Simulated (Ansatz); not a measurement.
Predict the output of the script below (the Ansatz DFT code, driven from Python).

The script, `ch4bga.py`:
```python
"""Geometry optimisation of CH4BGa."""

import argparse

import ansatz as az
import numpy as np

parser = argparse.ArgumentParser(description="Geometry optimisation of CH4BGa.")
parser.add_argument("--basis-set", required=True, help="Gaussian basis set")
parser.add_argument("--functional", default="hf", help="exchange-correlation functional")
args = parser.parse_args()


def main() -> None:
    geometry_ang = [
        ("B", (-0.633, -0.3307, -0.4587)),
        ("C", (0.2047, 0.3276, 0.6859)),
        ("Ga", (1.0787, -0.1193, -0.885)),
        ("H", (-1.5058, -0.1783, -1.2346)),
        ("H", (-0.4303, 0.5535, 1.545)),
        ("H", (0.6899, 1.2783, 0.3246)),
        ("H", (0.657, -1.5991, -0.0228)),
    ]
    system = az.Crystal.molecule()
    for symbol, xyz in geometry_ang:
        system = system.atom(symbol, xyz)

    model = (
        system.calculation()
        .basis(gaussian=args.basis_set)
        .functional(args.functional)
    )
    symbols = [site.symbol for site in system.cartesian_sites]
    start = np.array([site.position_ang for site in system.cartesian_sites], dtype=float)
    def progress(event):
        if event["event"] == "relax_step":
            row = event["data"]
            print(f"step {row['step']:3d}  E = {row['lagrangian_ev']:.6f} eV  largest force component {row['allowed_force_max_ev_ang']:.4f} eV/A")


    report = model.relax(force_tolerance=0.01).session().plan().execute(on_event=progress).report
    end = np.array(report["positions_ang"])

    for key in ("converged", "free_energy_ev", "reference_energy_ev", "n_frozen", "n_occupied", "n_virtual"):
        print(f"{key:22s} {report[key]}")

    print("final positions (A) and the move of each atom")
    for symbol, xyz, old in zip(symbols, end, start):
        print(f"{symbol:2s} {xyz[0]:10.5f} {xyz[1]:10.5f} {xyz[2]:10.5f}   {np.linalg.norm(xyz - old):7.4f}")

    charges = report["charge_distribution"]
    print("dipole moment", round(4.803205 * float(np.linalg.norm(charges["dipole_moment_e_ang"])), 3), "D")
    print("Mulliken:", [(s, round(q, 3)) for s, q in zip(symbols, charges["mulliken_charges_e"])])


if __name__ == "__main__":
    main()
```

`python ch4bga.py --basis-set def2-SVP` gives:
```text
step   1  E = -54082.813471 eV  largest force component 8.7999 eV/A
step   2  E = -54085.159513 eV  largest force component 5.8192 eV/A
step   3  E = -54086.955330 eV  largest force component 3.6094 eV/A
step   4  E = -54088.171424 eV  largest force component 2.2621 eV/A
step   5  E = -54089.031346 eV  largest force component 1.3886 eV/A
step   6  E = -54089.708359 eV  largest force component 1.4148 eV/A
step   7  E = -54090.338712 eV  largest force component 1.0897 eV/A
step   8  E = -54090.705600 eV  largest force component 1.7415 eV/A
step   9  E = -54090.950895 eV  largest force component 0.7308 eV/A
step  10  E = -54091.034966 eV  largest force component 0.2943 eV/A
step  11  E = -54091.051730 eV  largest force component 0.3027 eV/A
step  12  E = -54091.068342 eV  largest force component 0.1600 eV/A
step  13  E = -54091.070758 eV  largest force component 0.0376 eV/A
step  14  E = -54091.070900 eV  largest force component 0.0180 eV/A
step  15  E = -54091.070926 eV  largest force component 0.0168 eV/A
step  16  E = -54091.070938 eV  largest force component 0.0020 eV/A
converged              True
free_energy_ev         -54091.0709375752
reference_energy_ev    -54091.0709375752
n_frozen               0
n_occupied             [23, 23]
n_virtual              [57, 57]
final positions (A) and the move of each atom
B    -0.70079   -0.55776   -0.34847    0.2613
C     0.23158    0.40581    0.38023    0.3167
Ga    2.16550    0.38207   -0.43096    1.2801
H    -1.31431   -0.21231   -1.32854    0.2160
H     0.46278    0.15775    1.42328    0.9844
H    -0.00163    1.47274    0.27942    0.7198
H    -0.78193   -1.71630   -0.02056    1.4437
dipole moment 1.279 D
Mulliken: [('B', 0.216), ('C', -0.519), ('Ga', 0.375), ('H', -0.097), ('H', 0.061), ('H', 0.061), ('H', -0.097)]
```

Reading the output:
- Total energies depend on the basis set; only differences at equal settings carry meaning.
- The end point is the stationary point reached from this start; no frequency run checks that it is a minimum, and the basis set is modest.
- The bonding changed during the relaxation, so the end is another isomer than the start names.
- Finished in 27 s on 1 thread of Arm Neoverse V1 (shared host), peak memory 0.22 GiB.
